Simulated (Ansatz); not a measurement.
Runs of Ansatz 0.2.0 on AgRh. It takes space group P-6m2 (No. 187, hexagonal). Conventional cell: a = 2.778 Å, b = 2.778 Å, c = 4.809 Å, α = 90.00°, β = 90.00°, γ = 120.00°. Ag (site symmetry -6m2) is surrounded by 6 Ag at 2.78 Å and 6 Rh at 2.89 Å. Rh (site symmetry -6m2) is surrounded by 6 Rh at 2.78 Å and 6 Ag at 2.89 Å. The cell comes from a database or a generator and needn't be the stable form of this composition.

```csv
level,cutoff (eV),gap on the mesh (eV),pressure (GPa),relaxed volume (Å³/atom)
r2SCAN,500,none,0.0,15.39
PBE,420,none,0.0,15.81
RPBE,420,none,0.0,16.27
BLYP,420,none,0.0,(a)
PBEsol,420,none,0.0,(b)
```

Alike in all rows: task relaxation of cell and atoms; potentials or basis Ansatz PAW; no spin polarisation; cell relaxed; k mesh 11 × 11 × 6; smearing fermi-dirac 0.05 eV.

Problem. Estimate the missing entries.

Solution. (a) 16.86; (b) 15.01.

Caveats: the plane-wave basis is chosen anew once the cell has moved, so the energies of steps on either side of that aren't comparable; the PAW data sets come from PBE, with cores solved anew for the run's functional, which leaves a small shift of forces and pressure (some runs).

A k mesh can miss the band edges, and the runs leave out spin-orbit coupling on Ag, Rh.

A gap of «none» marks a metal or a gap under the smearing width.
